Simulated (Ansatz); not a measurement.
**C2H6F2Hf: basis-set convergence**

Aim: see how fast density functionals converge with the basis set for C2H6F2Hf.

Computed with Ansatz 0.2.0, Gaussian basis. Level: one geometry, several basis sets.

Levels to be run: PBE0-D4/def2-SVP; ωB97M-V/def2-SVP; PBE0-D4/def2-QZVPP; ωB97M-V/def2-QZVPP; the functionals' def2-TZVPP values are taken from earlier runs.

## (1) The relaxed structure

The geometry comes from an earlier relaxation with PBE0-D4 in a triple-zeta def2 set; it is a stationary point, not always the lowest conformer. Hf takes the def2 core potential; no spin-orbit term is included.

SMILES `[CH3][Hf]([CH3])([F])[F]`, 11 atoms, charge 0, spin multiplicity 1.

Atoms are counted from 1 here; the program's logs count them from 0.

Bond lengths: C1–Hf2 2.208 Å, C1–H6 1.097 Å, C1–H7 1.096 Å, C1–H8 1.097 Å, Hf2–C3 2.208 Å, Hf2–F4 1.905 Å, Hf2–F5 1.905 Å, C3–H9 1.097 Å, C3–H10 1.096 Å, C3–H11 1.097 Å. Angles: Hf2–C1–H6 111.0°, Hf2–C1–H7 113.0°, Hf2–C1–H8 110.7°, H6–C1–H7 107.3°, H6–C1–H8 107.4°, H7–C1–H8 107.3°, C1–Hf2–C3 105.1°, C1–Hf2–F4 108.9°, C1–Hf2–F5 109.0°, C3–Hf2–F4 109.0°, C3–Hf2–F5 108.9°, F4–Hf2–F5 115.5°, Hf2–C3–H9 110.7°, Hf2–C3–H10 113.0°, Hf2–C3–H11 111.0°, H9–C3–H10 107.3°, H9–C3–H11 107.4°, H10–C3–H11 107.3°.

## (2) PBE0-D4 in def2-SVP

Contents of in.yaml:

```yaml
crystal:
  periodic: [false, false, false]
  atoms:
    - {symbol: C, position_ang: [-1.675039, 0.569893, 0.335804]}
    - {symbol: Hf, position_ang: [0.212040, 0.421156, -0.801481]}
    - {symbol: C, position_ang: [1.486579, -0.944179, 0.376646]}
    - {symbol: F, position_ang: [-0.148363, -0.375095, -2.494299]}
    - {symbol: F, position_ang: [1.035945, 2.137906, -0.860910]}
    - {symbol: H, position_ang: [-1.501795, 1.002064, 1.328711]}
    - {symbol: H, position_ang: [-2.427312, 1.191150, -0.163204]}
    - {symbol: H, position_ang: [-2.118279, -0.422562, 0.483148]}
    - {symbol: H, position_ang: [1.621521, -0.565108, 1.397049]}
    - {symbol: H, position_ang: [2.484796, -1.077016, -0.055554]}
    - {symbol: H, position_ang: [1.029897, -1.938208, 0.454091]}
basis:
  gaussian: {orbitals: def2-SVP}
hamiltonian: {xc: pbe0, dispersion: d4}
output: {orbitals: {seedname: orbitals}}
```

Launch:

```console
ansatz run in.yaml --threads 4 --pin off --events-out ev --progress --plain --max-ram 10444MiB
```

Further steps of the session: ωB97M-V in def2-SVP; PBE0-D4 in def2-QZVPP; ωB97M-V in def2-QZVPP.

Q: Predict the results of all the runs planned. Wanted: PBE0-D4: double and triple zeta above quadruple; ωB97M-V: double and triple zeta above quadruple.

The runs gave:

```
                                       quantity           value
PBE0-D4: double and triple zeta above quadruple   9.99, 0.44 eV
ωB97M-V: double and triple zeta above quadruple  10.31, 0.41 eV
```

For PBE0-D4 the step from double to triple zeta gains 9.54 eV and the next only 0.44 eV. Total energies overstate the basis error of differences, where much of it tends to cancel. The LUMO of ωB97M-V is positive and keeps falling with the basis (1.15 to 0.49 eV): an unbound level that the basis holds in place.
